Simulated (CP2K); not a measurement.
Crystal: GaGe.

```
Ge Ga
1.0
     4.09817    0.00000    0.00000
     2.04909    3.54912    0.00000
     2.04909    1.18304    3.34614
Ge Ga
1 1
Direct
  0.00000 0.00000 0.00000
  0.25000 0.25000 0.25000
```

The cell comes from a database or a generator and needn't be the stable form of this composition.

Base run:

| Quantity | Value |
| --- | --- |
| Program | CP2K 2026.2 |
| Functional | PBEsol |
| Potentials or basis | POTENTIAL_UZH Ge GTH-PBE-q4, Ga GTH-PBE-q13; TZVP-MOLOPT-PBE-GTH basis |
| Density cutoff | 9184 eV |
| k mesh | 8 × 8 × 8 |
| Occupations | fermi-dirac, width 0.05 eV |
| Spin | no spin polarisation |

Its results: band gap on the k mesh none (metal or under the smearing width); pressure -1.2 GPa.

Question: After a change of settings the same cell gave: band gap on the k mesh none (metal or under the smearing width); pressure 0.5 GPa. Which change was it?
A. functional from PBEsol to PBE
B. functional from PBEsol to AM05
C. functional from PBEsol to LDA

Answer: A.

PBE binds less tightly than PBEsol, so the same cell stands under more pressure.

Caveats: the basis of atomic orbitals isn't converged, which shifts pressures, moduli and gaps; the potentials were made for another functional, which shifts forces and pressure (some runs).
